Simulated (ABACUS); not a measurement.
NaLaMnMoO6:

```
CELL_PARAMETERS angstrom
5.10934 -0.00669 0.01056
-0.23945 5.68925 0.00703
-0.92899 -2.82542 5.11884
ATOMIC_POSITIONS crystal
Na 0.40776 0.38086 0.07519
La 0.03690 0.66325 0.68598
Mn 0.44271 0.04268 0.40638
Mo 0.90251 0.96387 0.30442
O 0.73627 0.69569 0.99417
O 0.72288 0.91846 0.55299
O 0.70112 0.27368 0.37292
O 0.19224 0.75325 0.36660
O 0.17926 0.03365 0.11672
O 0.20034 0.27462 0.63197
```

The cell was built by a generator and needn't be a form met in nature.

Base run:

* Program: ABACUS 3.10.1
* Functional: PBE
* Potentials or basis: PseudoDojo NC SR 0.4.1 PBE standard
* Cutoff: 1510 eV
* Density cutoff: 6041 eV
* Basis: plane waves
* k mesh: 6 × 6 × 5
* Occupations: fermi-dirac, width 0.05 eV
* Spin: collinear spin, ferromagnetic start
* Starting moments: [0.0, 0.0, 4.0, 1.0, 0.0, 0.0, 0.0, 0.0, 0.0, 0.0] μB

Its results: band gap on the k mesh 0.81 eV, indirect (least direct gap 1.05 eV); pressure -0.1 GPa; net moment 3.00 μB per cell; largest force 0.085 eV/Å.

**Question.** The run is repeated on the same cell with these changes: basis from plane waves to DZP LCAO (the cutoffs set its grid); k mesh from 6 × 6 × 5 to 4 × 4 × 4. What comes out?

**Answer.** Band gap on the k mesh 0.80 eV, indirect (least direct gap 1.04 eV); pressure 1.5 GPa; net moment 3.00 μB per cell; site moments Na +0.00; La +0.03; Mn +3.34; Mo -0.39; O +0.03, -0.02, -0.01, +0.07 μB; largest force 0.438 eV/Å.

Several settings changed at once, so the effect can't be laid on one alone.

Caveats: spin-orbit coupling is left out, which moves the levels of the heavy elements; a cell with one magnetic atom can't hold antiferromagnetic order, which such compounds often take; there are fewer bands than atomic start orbitals, so a level may be missed at k points of high symmetry (some runs); an odd mesh through Γ misses points on the zone boundary, where band edges often lie (some runs); the atomic orbitals were generated for these runs and aren't a published set (some runs); the basis of atomic orbitals isn't converged, which shifts pressures, moduli and gaps (some runs).

Not every run made on this cell is shown here.
